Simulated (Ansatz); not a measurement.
# Al7BN8 (wurtzite Al7BN8): the cost of one run

Computed with Ansatz 0.2.0 (DFT r2SCAN, scalar-relativistic, plane waves, PAW, unless a step's input says otherwise).

## Step 1: The structure to begin with

Symmetry: P3m1, No. 156, trigonal system. Conventional cell: a = 6.120 Å, b = 6.120 Å, c = 4.920 Å, α = 90.00°, β = 90.00°, γ = 120.00°. Al (site symmetry m) has 4 N at 1.86 to 1.88 Å as nearest neighbours. Al (site symmetry 3m) has 4 N at 1.86 to 1.88 Å as nearest neighbours. Around B (site symmetry 3m) lie 4 N at 1.86 to 1.88 Å. N (site symmetry 3m) is surrounded by 3 Al at 1.86 Å and 1 B at 1.88 Å. Around N (site symmetry m) lie 1 B at 1.86 Å and 3 Al at 1.86 to 1.88 Å. N (site symmetry m) is surrounded by 4 Al at 1.86 to 1.88 Å. N (site symmetry 3m) is surrounded by 4 Al at 1.86 to 1.88 Å.

Structure file:

```
CELL_PARAMETERS angstrom
6.12000 0.00000 0.00000
-3.06000 5.30008 0.00000
0.00000 0.00000 4.92000
ATOMIC_POSITIONS crystal
Al 0.33333 0.16667 0.50000
Al 0.16667 0.83333 0.00000
Al 0.33333 0.66667 0.50000
Al 0.66667 0.33333 0.00000
Al 0.83333 0.16667 0.50000
Al 0.66667 0.83333 0.00000
Al 0.83333 0.66667 0.50000
B 0.16667 0.33333 0.00000
N 0.16667 0.33333 0.38200
N 0.33333 0.16667 0.88200
N 0.16667 0.83333 0.38200
N 0.33333 0.66667 0.88200
N 0.66667 0.33333 0.38200
N 0.83333 0.16667 0.88200
N 0.66667 0.83333 0.38200
N 0.83333 0.66667 0.88200
```

## Step 2: Relaxing cell and atoms: Al7BN8 (wurtzite Al7BN8), no spin

File input.yaml:

```yaml
crystal:
  lattice:
    - [6.12, 0.0, 0.0]
    - [-3.06, 5.3000754712, 0.0]
    - [0.0, 0.0, 4.92]
  atoms:
    - { symbol: Al, position: [0.3333333333, 0.1666666667, 0.5] }
    - { symbol: Al, position: [0.1666666667, 0.8333333333, 0.0] }
    - { symbol: Al, position: [0.3333333333, 0.6666666667, 0.5] }
    - { symbol: Al, position: [0.6666666667, 0.3333333333, 0.0] }
    - { symbol: Al, position: [0.8333333333, 0.1666666667, 0.5] }
    - { symbol: Al, position: [0.6666666667, 0.8333333333, 0.0] }
    - { symbol: Al, position: [0.8333333333, 0.6666666667, 0.5] }
    - { symbol: B, position: [0.1666666667, 0.3333333333, 0.0] }
    - { symbol: "N", position: [0.1666666667, 0.3333333333, 0.382] }
    - { symbol: "N", position: [0.3333333333, 0.1666666667, 0.882] }
    - { symbol: "N", position: [0.1666666667, 0.8333333333, 0.382] }
    - { symbol: "N", position: [0.3333333333, 0.6666666667, 0.882] }
    - { symbol: "N", position: [0.6666666667, 0.3333333333, 0.382] }
    - { symbol: "N", position: [0.8333333333, 0.1666666667, 0.882] }
    - { symbol: "N", position: [0.6666666667, 0.8333333333, 0.382] }
    - { symbol: "N", position: [0.8333333333, 0.6666666667, 0.882] }
scf:
  occupations: { method: fixed }
output:
  forces: true
  stress: true
  eigenvalues: true
hamiltonian:
  xc: r2scan
kpoints:
  mp_grid: { grid: [4, 4, 5] }
relax:
  f_tol: 0.01
  max_steps: 60
  cell: { stress_tol: 0.05 }
```

Started as:

```
$ ansatz run input.yaml --threads 8 --pin off --max-ram 20480MiB --backend cpu --events-out ev --progress --plain --runs-dir out
```

What time and memory should one allow on 8 threads of Intel Xeon at 2.50GHz (Skylake/Cascade Lake), shared host?

About 68 s, with a peak of 0.99 GiB.
